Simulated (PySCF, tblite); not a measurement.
# Bi₂₀H₁₂: electronic excitations

Wanted: electronic excitations for Bi₂₀H₁₂.

Programs: tblite 0.8.0 and PySCF 2.14.0, with routines of our own; each step states its level. All values are computed. Atoms count from 0.

## (1) The starting structure

32 atoms, charge 0, multiplicity 1; geometry from: force field, distance geometry or constructed start.

## (2) Geometry optimisation with GFN2-xTB

The job: settings as JSON, then the geometry in Å.

```
{"job": {"kind": "relax", "xc": "GFN2-xTB", "basis": "xTB"}, "charge": 0, "multiplicity": 1}
Bi     2.180300     1.254100    -0.866600
Bi    -0.003200     2.514500     0.858100
Bi    -2.170200     1.253600    -0.864000
Bi    -2.176100    -1.251500     0.858800
Bi    -0.001000    -2.513100    -0.861600
Bi     2.172100    -1.256400     0.862400
Bi    -4.350600    -2.510200    -0.868300
Bi    -4.347300    -5.021100     0.866500
Bi    -2.172700    -6.281800    -0.865400
Bi    -0.002800    -5.024600     0.866600
Bi     4.348600     5.022600    -0.867100
Bi     2.172900     6.277700     0.865000
Bi    -0.003400     5.024500    -0.860000
Bi     4.352900     2.511300     0.862300
Bi     4.348500    -2.506800    -0.864800
Bi     2.173500    -6.279100    -0.858700
Bi     4.351100    -5.021900     0.865900
Bi    -2.176500     6.276300     0.864000
Bi    -4.351300     5.025600    -0.862500
Bi    -4.347900     2.512800     0.867700
H     -5.644000    -1.762800     0.163200
H     -5.642600    -5.767600    -0.161900
H     -2.172000    -7.765800     0.168300
H      5.637500     5.764800     0.160200
H      2.175900     7.773000    -0.160800
H      5.635600     1.765700    -0.159200
H      5.642400    -1.764300     0.161000
H      2.174800    -7.769800     0.162900
H      5.642300    -5.768700    -0.163700
H     -2.174300     7.770800    -0.158300
H     -5.638100     5.769700     0.160600
H     -5.643600     1.767900    -0.161500
```

The run is started by

```bash
> OMP_NUM_THREADS=2 python large_run.py task.json out
```

One launch serves the whole session: the jobs run in the order shown.

What it wrote:

```text
step      E/eV     max force
  0   -1471.47137    0.643
  1   -1471.55999    0.498
  2   -1471.69408    0.145
  3   -1471.69888    0.121
  4   -1471.74310    0.235
  5   -1471.75812    0.252
  6   -1471.79042    0.214
  7   -1471.80902    0.142
  8   -1471.81655    0.102
  9   -1471.81834    0.091
 10   -1471.82123    0.078
 11   -1471.82674    0.116
 12   -1471.83562    0.141
 13   -1471.84425    0.124
 14   -1471.84824    0.108
 15   -1471.84984    0.067
 16   -1471.85064    0.042
 17   -1471.85165    0.048
 18   -1471.85254    0.062
 19   -1471.85364    0.089
 20   -1471.85529    0.102
 21   -1471.85775    0.093
 22   -1471.86006    0.055
 23   -1471.86111    0.039
 24   -1471.86137    0.024
 25   -1471.86148    0.017
```

Wall time 0.9 s (2 threads of Arm Neoverse N1, shared host); peak memory 0.16 GiB.

Along the way:

| step | energy from step 0 (eV) | largest force (eV/Å) |
| --- | --- | --- |
| 0 | 0.0000 | 0.6435 |
| 1 | -0.0886 | 0.4985 |
| 2 | -0.2227 | 0.1449 |
| 3 | -0.2275 | 0.1214 |
| 4 | -0.2717 | 0.2346 |
| 5 | -0.2867 | 0.2517 |
| 6 | -0.3191 | 0.2137 |
| 7 | -0.3376 | 0.1420 |
| 8 | -0.3452 | 0.1014 |
| 9 | -0.3470 | 0.0915 |
| 10 | -0.3499 | 0.0774 |
| 11 | -0.3554 | 0.1161 |
| 12 | -0.3643 | 0.1415 |
| 13 | -0.3729 | 0.1240 |
| 15 | -0.3785 | 0.0678 |
| 16 | -0.3793 | 0.0422 |
| 17 | -0.3803 | 0.0487 |
| 18 | -0.3812 | 0.0618 |
| 19 | -0.3823 | 0.0891 |
| 21 | -0.3864 | 0.0934 |
| 22 | -0.3887 | 0.0556 |
| 23 | -0.3897 | 0.0396 |
| 24 | -0.3900 | 0.0237 |
| 25 | -0.3901 | 0.0179 |

Close pairs (by a distance rule), those that changed most:

| bond | before (Å) | after (Å) | change (Å) |
| --- | --- | --- | --- |
| Bi2–Bi19 | 3.054 | 2.982 | -0.072 |
| Bi7–Bi8 | 3.052 | 2.982 | -0.070 |
| Bi10–Bi11 | 3.051 | 2.982 | -0.069 |
| Bi14–Bi16 | 3.053 | 2.984 | -0.069 |
| Bi0–Bi1 | 3.055 | 2.987 | -0.068 |
| Bi6–Bi7 | 3.052 | 2.984 | -0.068 |
| Bi3–Bi6 | 3.049 | 2.982 | -0.067 |
| Bi15–Bi16 | 3.049 | 2.982 | -0.067 |

The end geometry stands in the next job.

## (3) Vibrational analysis with GFN2-xTB

The job: settings as JSON, then the geometry in Å.

```
{"job": {"kind": "ir", "xc": "GFN2-xTB", "basis": "xTB"}, "charge": 0, "multiplicity": 1}
Bi     2.118709     1.232970    -0.847617
Bi    -0.000717     2.465735     0.858145
Bi    -2.119958     1.232773    -0.847471
Bi    -2.119750    -1.231804     0.845940
Bi    -0.000360    -2.464888    -0.859428
Bi     2.119141    -1.231753     0.845638
Bi    -4.247684    -2.471458    -0.835029
Bi    -4.258150    -4.937250     0.846181
Bi    -2.123416    -6.149494    -0.847359
Bi    -0.000240    -4.914587     0.845147
Bi     4.256999     4.938162    -0.846311
Bi     2.123456     6.149197     0.849567
Bi    -0.000720     4.917201    -0.843692
Bi     4.246939     2.471850     0.833759
Bi     4.247371    -2.471193    -0.834831
Bi     2.122845    -6.149015    -0.847772
Bi     4.257776    -4.937445     0.845747
Bi    -2.123385     6.149350     0.851247
Bi    -4.257294     4.939818    -0.844713
Bi    -4.247719     2.472346     0.833953
H     -5.494168    -1.726898     0.218990
H     -5.506091    -5.657846    -0.224710
H     -2.082716    -7.605653     0.200534
H      5.505936     5.657881     0.224233
H      2.082620     7.607108    -0.195473
H      5.493373     1.727541    -0.221005
H      5.492919    -1.726242     0.219983
H      2.082465    -7.605743     0.199361
H      5.505978    -5.656778    -0.225729
H     -2.082510     7.607138    -0.194246
H     -5.506328     5.659022     0.226413
H     -5.494451     1.728919    -0.220441
```

What it wrote:

```text
mode    cm-1     km/mol
  1       4.4      0.00
  2       7.7      0.09
  3      12.4      0.00
  4      12.8      0.00
  5      13.2      0.00
  6      13.7      0.52
  7      15.7      0.01
  8      20.0      0.00
  9      22.0      0.00
 10      22.8      0.00
 11      25.8      0.00
 12      26.1      0.00
 13      26.4      0.00
 14      27.5      0.02
 15      27.6      0.00
 16      28.2      0.00
 17      28.9      0.04
 18      30.8      0.00
 19      31.7      0.00
 20      33.1      0.38
 21      37.3      0.00
 22      37.7      0.00
 23      38.0      1.12
 24      38.3      0.16
 25      39.5      0.00
 26      42.8      0.00
 27      45.5      0.02
 28      45.7      0.03
 29      47.8      0.69
 30      49.6      0.00
 31     139.3      0.23
 32     139.4      0.05
 33     139.4      0.15
 34     139.6      0.00
 35     140.0      0.19
 36     140.2      0.00
 37     140.8      0.04
 38     141.0      0.00
 39     141.1      0.08
 40     141.2      0.00
 41     141.6      0.00
 42     141.7      0.19
 43     141.9      0.00
 44     142.5      0.08
 45     142.6      0.00
 46     142.7      1.37
 47     142.9      0.00
 48     143.3      0.00
 49     143.3      0.03
 50     143.6      0.00
 51     143.8      0.00
 52     144.4      0.07
 53     144.8      0.21
 54     146.9      0.00
 55     454.3      0.18
 56     457.5     64.32
 57     458.9    217.58
 58     460.8      0.01
 59     476.5      1.36
 60     477.5    224.92
 61     479.4     83.75
 62     479.6     16.72
 63     481.0    208.46
 64     481.3      0.08
 65     482.2      0.56
 66     483.1      0.95
 67     483.3     14.62
 68     483.4      2.65
 69     486.0    181.31
 70     487.1      0.90
 71     487.7      5.45
 72     487.9     30.10
 73     491.9     49.10
 74     492.1     21.60
 75     506.5      0.31
 76     507.7     32.50
 77     508.6     49.45
 78     509.5      0.02
 79    1661.5      2.46
 80    1665.6     74.87
 81    1666.3   1946.11
 82    1667.5     63.17
 83    1676.1    987.33
 84    1677.1    192.63
 85    1677.7    165.46
 86    1678.2    965.93
 87    1684.0     18.26
 88    1687.7   3741.03
 89    1688.9   3934.43
 90    1696.7      0.77
```

Run time: 5.9 s. Hardware: 2 threads of Arm Neoverse N1, shared host; peak memory 0.16 GiB.

The strongest bands and the atoms that carry them (share of the mass-weighted mode):

| cm⁻¹ | km/mol | atoms |
| --- | --- | --- |
| 459 | 217.6 | H20 15 %, H25 14 %, H24 13 %, H22 13 % |
| 478 | 224.9 | H31 25 %, H25 23 %, H20 18 %, H26 17 % |
| 481 | 208.5 | H28 24 %, H30 21 %, H21 20 %, H23 13 % |
| 1666 | 1946.1 | H25 28 %, H26 24 %, H20 20 %, H31 19 % |
| 1676 | 987.3 | H30 59 %, H23 14 % |
| 1678 | 965.9 | H21 55 %, H28 23 % |
| 1688 | 3741.0 | H20 23 %, H31 23 %, H26 21 %, H25 20 % |
| 1689 | 3934.4 | H24 23 %, H29 23 %, H27 21 %, H22 20 % |

## (4) Electronic excitations: TDDFT PBE/def2-SVP

Settings changed since step 3:

```diff
@@ -1,2 +1,2 @@
-{"job": {"kind": "ir", "xc": "GFN2-xTB", "basis": "xTB"}, "charge": 0, "multiplicity": 1}
+{"job": {"kind": "uv", "basis": "def2-SVP", "grid": 1, "kgrid": 0, "vcut": null, "nstates": 6, "ntriplets": 2, "tda": false, "delta": ["ip_vertical"], "pop": true, "xc": "PBE"}, "charge": 0, "multiplicity": 1}
 Bi     2.118709     1.232970    -0.847617
```

Level: TDDFT PBE/def2-SVP, vertical, gas phase, core orbitals frozen in the response.

What it wrote:

```text
start: PBE on a coarse grid of 191421 points
cycle   1  E = -4203.6939290432  dE = -4.698e+02  |g| = 1.396e+01  |ddm| = 6.341e+01
cycle   2  E = -2345.7748170728  dE =  1.858e+03  |g| = 3.725e+01  |ddm| = 2.608e+02
cycle   3  E = -4248.7036652854  dE = -1.903e+03  |g| = 8.431e+00  |ddm| = 2.611e+02
cycle   4  E = -4132.5967472534  dE =  1.161e+02  |g| = 1.716e+01  |ddm| = 5.431e+01
cycle   5  E = -4241.0859170451  dE = -1.085e+02  |g| = 1.041e+01  |ddm| = 4.102e+01
cycle   6  E = -4264.5983668458  dE = -2.351e+01  |g| = 8.845e+00  |ddm| = 1.222e+01
cycle   7  E = -4278.7902880243  dE = -1.419e+01  |g| = 6.460e+00  |ddm| = 8.970e+00
cycle   8  E = -4292.1773443240  dE = -1.339e+01  |g| = 4.622e+00  |ddm| = 9.177e+00
cycle   9  E = -4293.5863345586  dE = -1.409e+00  |g| = 3.626e+00  |ddm| = 1.047e+01
cycle  10  E = -4282.2653251623  dE =  1.132e+01  |g| = 5.718e+00  |ddm| = 1.327e+01
cycle  11  E = -4300.2029954659  dE = -1.794e+01  |g| = 1.355e+00  |ddm| = 9.998e+00
cycle  12  E = -4300.2409970249  dE = -3.800e-02  |g| = 1.360e+00  |ddm| = 4.176e+00
cycle  13  E = -4300.9462617548  dE = -7.053e-01  |g| = 5.691e-01  |ddm| = 3.332e+00
cycle  14  E = -4301.0650933217  dE = -1.188e-01  |g| = 2.672e-01  |ddm| = 1.412e+00
cycle  15  E = -4301.0869223730  dE = -2.183e-02  |g| = 1.509e-01  |ddm| = 7.078e-01
cycle  16  E = -4301.0955793019  dE = -8.657e-03  |g| = 6.048e-02  |ddm| = 3.261e-01
cycle  17  E = -4301.0966437519  dE = -1.064e-03  |g| = 3.478e-02  |ddm| = 1.361e-01
cycle  18  E = -4301.0970094739  dE = -3.657e-04  |g| = 1.615e-02  |ddm| = 7.310e-02
cycle  19  E = -4301.0971063808  dE = -9.691e-05  |g| = 6.483e-03  |ddm| = 3.327e-02
final grid: 191421 points
cycle  20  E = -4301.0969071276  dE =  1.993e-04  |g| = 2.190e-02  |ddm| = 5.131e-02
cycle  21  E = -4301.0944480312  dE =  2.459e-03  |g| = 7.709e-02  |ddm| = 1.754e-01
cycle  22  E = -4301.0970966755  dE = -2.649e-03  |g| = 8.062e-03  |ddm| = 1.369e-01
cycle  23  E = -4301.0971246641  dE = -2.799e-05  |g| = 1.428e-03  |ddm| = 1.349e-02
cycle  24  E = -4301.0971248060  dE = -1.420e-07  |g| = 3.918e-04  |ddm| = 2.845e-03
cycle  25  E = -4301.0971236405  dE =  1.166e-06  |g| = 1.511e-04  |ddm| = 9.224e-04
cycle  26  E = -4301.0971232357  dE =  4.048e-07  |g| = 8.828e-05  |ddm| = 3.804e-04
converged SCF energy = -4301.0971232357
Vertical ionisation energy (delta-SCF) = 6.2344 eV   <S^2> = 0.751

Static polarisability (au): isotropic 1188.139, principal 620.803 1327.736 1615.880

Singlet excitations
state   eV       nm        f      main configurations
  1   2.5119    493.6   0.00806   H->L 0.91
  2   2.5208    491.8   0.00000   H->L+2 0.92
  3   2.5398    488.2   0.00000   H->L+1 0.97
  4   2.6033    476.3   0.00067   H-1->L+1 0.84, H->L+3 0.10
  5   2.6087    475.3   0.00000   H-1->L 0.93
  6   2.6243    472.4   0.00134   H-1->L+2 0.67, H->L+4 0.27

Triplet excitations (Tamm-Dancoff, eV): 2.3684 2.3866
```

Run time: 3.1 min. Hardware: 2 threads of Arm Neoverse N1, shared host; peak memory 1.6 GiB.

The orbitals next to the gap, with their largest atomic shares:

| orbital | eV | atoms |
| --- | --- | --- |
| HOMO−4 | -5.24 | Bi5 8 %, Bi2 8 %, Bi3 8 % |
| HOMO−3 | -5.20 | Bi2 10 %, Bi3 10 %, Bi0 10 % |
| HOMO−2 | -5.19 | Bi12 8 %, Bi9 8 %, Bi0 8 % |
| HOMO−1 | -5.14 | Bi9 12 %, Bi12 12 %, Bi8 8 % |
| HOMO | -5.03 | Bi0 12 %, Bi5 12 %, Bi2 12 % |
| LUMO | -2.58 | Bi12 11 %, Bi9 11 %, Bi3 9 % |
| LUMO+1 | -2.56 | Bi19 9 %, Bi13 9 %, Bi14 9 % |
| LUMO+2 | -2.56 | Bi0 10 %, Bi5 10 %, Bi3 10 % |
| LUMO+3 | -2.45 | Bi14 7 %, Bi19 7 %, Bi6 7 % |

With each of the 6 states as a Gaussian band of 0.4 eV half-width at 1/e, the curve within the window shown has maxima at 490 nm (ε 400) L/(mol cm). Beyond the last state computed it falls off for lack of states. The curve at chosen wavelengths:

(nm, ε (L/mol/cm)): (424, 158), (433, 206), (442, 256), (451, 302), (460, 343), (469, 374), (478, 394), (487, 403), (496, 401), (505, 389), (514, 369), (523, 344), (532, 314), (540, 287), (549, 255), (558, 224), (567, 194), (576, 167), (585, 142), (594, 120), (603, 101), (612, 84), (621, 69), (630, 57), (639, 47), (648, 38)

Leading natural transition orbitals of singlet state 1: the hole lies on 6 Bi atoms about 11 % each; the particle on Bi9, Bi12 about 11 % each; 4 Bi atoms about 8 % each.

Further results of this job:

| property | computed |
| --- | --- |
| dipole moment (D) | 0.00 |
| polarisability (Å³) | 176.06 |
| HOMO–LUMO gap (eV) | 2.45 |
| −ε(HOMO) (eV) | 5.03 |

The fields below are evaluated on a grid from the run's orbitals.

Frontier orbitals at PBE/def2-SVP, with the share of their density that lies nearest to each atom:

| orbital | energy (eV) | lies on |
| --- | --- | --- |
| HOMO | -5.03 | 6 Bi atoms about 11 % each |
| LUMO | -2.58 | Bi3, Bi9, Bi12 about 10 % each; Bi0, Bi2, Bi5 about 9 % each |

ELF in a plane through or near 10 of the atoms.

Values, 10 rows by 14 columns:
```
0.00 0.00 0.00 0.00 0.00 0.00 0.00 0.00 0.00 0.00 0.00 0.00 0.00 0.00
0.00 0.00 0.01 0.36 0.06 0.22 0.87 0.01 0.28 0.04 0.40 0.84 0.00 0.00
0.00 0.00 0.06 0.37 0.38 0.23 0.20 0.05 0.59 0.37 0.23 0.14 0.00 0.00
0.00 0.25 0.24 0.49 0.38 0.30 0.37 0.21 0.45 0.35 0.36 0.37 0.23 0.00
0.00 0.45 0.43 0.45 0.37 0.30 0.40 0.25 0.46 0.33 0.38 0.38 0.29 0.00
0.00 0.00 0.05 0.36 0.38 0.26 0.26 0.06 0.56 0.36 0.26 0.25 0.02 0.00
0.00 0.86 0.91 0.26 0.03 0.39 0.26 0.41 0.22 0.03 0.42 0.58 0.53 0.00
0.00 0.00 0.06 0.38 0.38 0.27 0.23 0.06 0.62 0.36 0.25 0.24 0.03 0.00
0.00 0.00 0.05 0.50 0.40 0.35 0.97 0.03 0.44 0.38 0.55 0.95 0.00 0.00
0.00 0.00 0.00 0.02 0.00 0.00 0.01 0.00 0.01 0.00 0.01 0.01 0.00 0.00
```
The map spans 20.4 Å across and 16.2 Å up, centred on the molecule. Atoms in the plane (x, y in Å): Bi0 (-1.2, 2.1), Bi2 (-1.2, -2.1), Bi4 (2.5, 0.0), Bi6 (2.5, -4.2), Bi8 (6.2, -2.1), Bi10 (-4.9, 4.3), Bi12 (-4.9, 0.0), Bi14 (2.5, 4.2), Bi15 (6.2, 2.1), Bi18 (-4.9, -4.3).

On the surface of density 0.002 e/bohr³ the electrostatic potential runs, from the 1st to the 99th percentile, from -0.07 to 0.98 V.

## (5) Results

```
                                 quantity                        value
strongest single infrared mode (GFN2-xTB)       1689 cm⁻¹, 3934 km/mol
             zero-point energy (GFN2-xTB)                51.5 kcal/mol
            lowest singlet (PBE/def2-SVP)  2.51 eV (494 nm), f = 0.008
                           lowest triplet                      2.37 eV
    surface potential, 1st and 99th percentile           -0.07 V and 0.98 V
```

**Reading.** All 90 modes are real, so the xTB geometry is a minimum. Unscaled tight-binding wavenumbers are off by several per cent, some by more. Its intensities can rank the bands wrongly. The lowest singlet, at 2.51 eV, is HOMO→LUMO 0.91 and is weak. The lowest triplet lies 0.14 eV below the lowest singlet (triplets in Tamm-Dancoff, singlets in full TDDFT). Spin-orbit coupling, left out, mixes singlets and triplets in elements this heavy. By nearest atom (PBE/def2-SVP), the HOMO sits on 6 Bi atoms about 11 % each and the LUMO on Bi3, Bi9, Bi12 about 10 % each; Bi0, Bi2, Bi5 about 9 % each.
